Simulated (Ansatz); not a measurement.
# Al₃Cu: a line through an energy map

The task here is to estimate one member of a computed series from the others.

Computed with Ansatz 0.2.0 (DFT LDA, scalar-relativistic, plane waves, PAW, unless a step's input says otherwise).

1 further run of the same task is left out (set aside as unsound or not needed).

## The starting structure

It takes space group Pm-3m (No. 221, cubic). The conventional cell has a = 3.855 Å, b = 3.855 Å, c = 3.855 Å, α = 90.00°, β = 90.00°, γ = 90.00°. Al (site symmetry 4/mmm) is surrounded by 8 Al at 2.73 Å and 4 Cu at 2.73 Å. Cu (site symmetry m-3m) is surrounded by 12 Al at 2.73 Å.

As a file:

```cif
data_structure
_symmetry_space_group_name_H-M 'Pm-3m'
_symmetry_Int_Tables_number 221
_cell_length_a 3.8549
_cell_length_b 3.8549
_cell_length_c 3.8549
_cell_angle_alpha 90.000
_cell_angle_beta 90.000
_cell_angle_gamma 90.000
_cell_volume 57.28
loop_
_atom_site_label
_atom_site_type_symbol
_atom_site_symmetry_multiplicity
_atom_site_Wyckoff_symbol
_atom_site_fract_x
_atom_site_fract_y
_atom_site_fract_z
_atom_site_occupancy
Al1 Al 3 c 0.00000 0.50000 0.50000 1
Cu1 Cu 1 a 0.00000 0.00000 0.00000 1
```

It goes back to an entry of the Materials Project, which need not be the stable form.

It is the result of an earlier relaxation at this level (volume 14.32 Å³/atom; gap on the mesh: none (metal)).

## Plan of the line

The energy is mapped over two homogeneous strains (x along [1 0 0], y along [0 1 0], z along [0 0 1] of the conventional cell).

- strain +e along x and -e along y: 7 values from −11.0 to 11.0 %
- strain +e along z and -e/2 along x and y: 7 values from −7.00 to 7.00 %

Nothing else is relaxed (symmetry fixes all fractional coordinates). Energies count from the relaxed crystal. Points are written as (first, second).

Set-up of the first run:

input.yaml reads:

```yaml
crystal:
  lattice:
    - [3.7072379332, 0.0, 0.0]
    - [0.0, 4.2723633164, 0.0]
    - [0.0, 0.0, 3.5850382426]
  atoms:
    - { symbol: Al, position: [0.0, 0.5, 0.5] }
    - { symbol: Al, position: [0.5, 0.0, 0.5] }
    - { symbol: Al, position: [0.5, 0.5, 0.0] }
    - { symbol: Cu, position: [0.0, 0.0, 0.0] }
basis:
  ecutwfc: 520.0
kpoints:
  mp_grid: { grid: [10, 10, 10] }
hamiltonian:
  xc: lda
  pseudopotentials: { kind: paw, azcp: { folder: soft_1 } }
scf:
  occupations: { method: gaussian, width: 0.15 }
output:
  forces: true
  stress: true
  eigenvalues: true
```

Command:

```sh
$ ansatz run input.yaml --threads 2 --pin off --max-ram 4096MiB --backend cpu --events-out ev --progress --plain --runs-dir out
```

Among the steps run: Grid point (−7.3 %, −7.00 %); Point (−7.3 %, −4.67 %); The run at (−7.3 %, −2.33 %); Grid point (−7.3 %, 0.00 %); The run at (−7.3 %, 2.33 %); Grid point (−7.3 %, 4.67 %); Grid point (−7.3 %, 7.00 %).

One of the session's tables, all rows but one given; the rest of the session is left out.

| strain +e along z and -e/2 along x and y (%) | energy (meV/atom) | slope (meV/atom per %) | pressure (GPa) |
| --- | --- | --- | --- |
| −7.00 | 82 | −7.7 | 2.85 |
| −4.67 | ? | ? | ? |
| −2.33 | 55 | −3.4 | 1.71 |
| 0.00 | 51 | −0.4 | 1.31 |
| 2.33 | 53 | 2.3 | 1.17 |
| 4.67 | 61 | 4.4 | 1.29 |
| 7.00 | 73 | 6.1 | 1.69 |

**Question.** Estimate the row for strain +e along z and -e/2 along x and y (%) = −4.67.

Worked estimate for «energy (meV/atom)». A straight line through the neighbours (−7.00, 82) and (−2.33, 55) gives 82 + (55 − 82) × (−4.67 − −7.00) / (−2.33 − −7.00) = 69; a parabola fitted to 3 rows on both sides gives 65.

**Answer.** energy (meV/atom): 66; slope (meV/atom per %): −5.8; pressure (GPa): 2.22. In «energy (meV/atom)» the line misses by +3 and the parabola by -1.

Energies count from the relaxed crystal. Slopes come from the forces (and the stress, where the cell changes), not from differences of energies.

What this shows: Along the line the energy is lowest at 0.00 %, 51 meV/atom from the zero. A fit to energies and slopes at the lowest point and its two neighbours puts the minimum at 0.315 %, with a curvature of about 1.3 meV/atom per %². Divided by the reference volume, that is a stiffness of about 150 GPa for this pattern of strain. The well is lopsided: two grid steps out, the energy rises by 15 meV/atom towards smaller values and 10 meV/atom towards larger ones. The highest point computed, at −7.00 %, lies 31 meV/atom above the lowest. This is one cut through a surface in two coordinates; the map's lowest point lies off it.

Caveats from the session: Warnings in the runs' records: pseudo functional mismatch.
